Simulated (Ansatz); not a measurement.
# CH4FNOSi: one species, many methods

An exercise on one series of results from a longer session: the logs are not shown, and one member is left open.

Method: functionals in def2-TZVPP, the program's frozen cores in correlated methods; program: Ansatz 0.2.0, Gaussian basis.

Plan: LDA (SPW92), PBE-D4, revPBE-D4, BLYP-D4, r2SCAN-D4, B97M-V, PBE0-D4, B3LYP-D4, r2SCANh-D4, r2SCAN0-D4, HSE06-D4, BHLYP-D4, CAM-B3LYP-D4, LC-ωPBE, ωB97X-V, ωB97M-V, B2PLYP, PBE-QIDH; CCSD(T)/def2-SVP; CCSD(T)/def2-TZVPP; MP2/def2-QZVPP; extrapolation to the limit; RPA on PBE.

## The geometry

All runs share one geometry, relaxed beforehand with PBE0-D4 in a triple-zeta def2 set.

SMILES `N[Si]1(F)CO1`, 9 atoms, charge 0, spin multiplicity 1.

Atoms are counted from 1 here; the program's logs count them from 0.

Bond lengths: N1–Si2 1.676 Å, N1–H6 1.004 Å, N1–H7 1.004 Å, Si2–F3 1.585 Å, Si2–C4 1.788 Å, Si2–O5 1.625 Å, C4–O5 1.527 Å, C4–H8 1.088 Å, C4–H9 1.088 Å. Angles: Si2–N1–H6 123.0°, Si2–N1–H7 122.8°, H6–N1–H7 114.0°, N1–Si2–F3 105.9°, N1–Si2–C4 130.4°, N1–Si2–O5 119.4°, F3–Si2–C4 119.8°, F3–Si2–O5 119.7°, C4–Si2–O5 52.9°, Si2–C4–O5 58.1°, Si2–C4–H8 122.7°, Si2–C4–H9 123.7°, O5–C4–H8 111.5°, O5–C4–H9 111.3°, H8–C4–H9 112.7°, Si2–O5–C4 69.0°.

The first run:

in.yaml

```yaml
crystal:
  periodic: [false, false, false]
  atoms:
    - {symbol: N, position_ang: [0.705098, 1.175196, -0.959422]}
    - {symbol: Si, position_ang: [0.282140, -0.293784, -0.272977]}
    - {symbol: F, position_ang: [1.407582, -1.318453, -0.715455]}
    - {symbol: C, position_ang: [-0.738622, -0.656616, 1.149139]}
    - {symbol: O, position_ang: [-1.275087, -0.758118, -0.276496]}
    - {symbol: H, position_ang: [0.094675, 1.972809, -0.965739]}
    - {symbol: H, position_ang: [1.617322, 1.356215, -1.338995]}
    - {symbol: H, position_ang: [-0.733980, -1.625681, 1.643892]}
    - {symbol: H, position_ang: [-1.270527, 0.102230, 1.718953]}
basis:
  gaussian: {orbitals: def2-TZVPP}
hamiltonian: {xc: lda}
output: {orbitals: {seedname: orbitals}}
```

On the command line:

```console
$ ansatz run in.yaml --threads 2 --pin off --events-out ev --progress --plain --max-ram 4352MiB
```

Steps of the session up to this table: LDA; PBE-D4 (GGA); revPBE-D4 (GGA); BLYP-D4 (GGA); r2SCAN-D4 (meta-GGA); B97M-V (meta-GGA); PBE0-D4 (hybrid); B3LYP-D4 (hybrid); r2SCANh-D4 (hybrid); r2SCAN0-D4 (hybrid); HSE06-D4 (hybrid); BHLYP-D4 (hybrid); CAM-B3LYP-D4 (range-separated); LC-ωPBE (range-separated); ωB97X-V (range-separated); ωB97M-V (range-separated); B2PLYP (double hybrid); PBE-QIDH (double hybrid).

One of the session's tables, all rows but one given; the rest of the session is left out.

It belongs to the step «Frontier levels by functional». 

```
  functional  HOMO (eV)  LUMO (eV)  gap (eV)
 LDA (SPW92)      -6.20      -0.70      5.50
      PBE-D4      -6.02      -0.51      5.50
   revPBE-D4      -5.95      -0.42      5.53
     BLYP-D4      -5.92      -0.51      5.40
   r2SCAN-D4      -6.29       0.08      6.36
      B97M-V      -6.35      -0.23      6.12
     PBE0-D4      -7.42       0.39      7.81
    B3LYP-D4      -7.20       0.04      7.25
  r2SCANh-D4          ?          ?         ?
  r2SCAN0-D4      -7.60       0.79      8.39
    HSE06-D4      -7.01       0.02      7.03
    BHLYP-D4      -8.75       1.09      9.84
CAM-B3LYP-D4      -8.86       1.22     10.08
     LC-ωPBE     -10.21       2.59     12.80
     ωB97X-V      -9.83       2.37     12.21
     ωB97M-V      -9.72       1.93     11.65
```

Q: Estimate the row for r2SCANh-D4 from the others.

Worked estimate for «HOMO (eV)». Against the share of exact exchange, r2SCAN-D4 (0, -6.29), r2SCAN0-D4 (0.25, -7.60) give a slope of -5.24 per unit share; at 0.1 the line stands at -6.81.

The run gave: HOMO (eV): -6.81; LUMO (eV): 0.37; gap (eV): 7.18. In «HOMO (eV)» the line misses by 0.00.
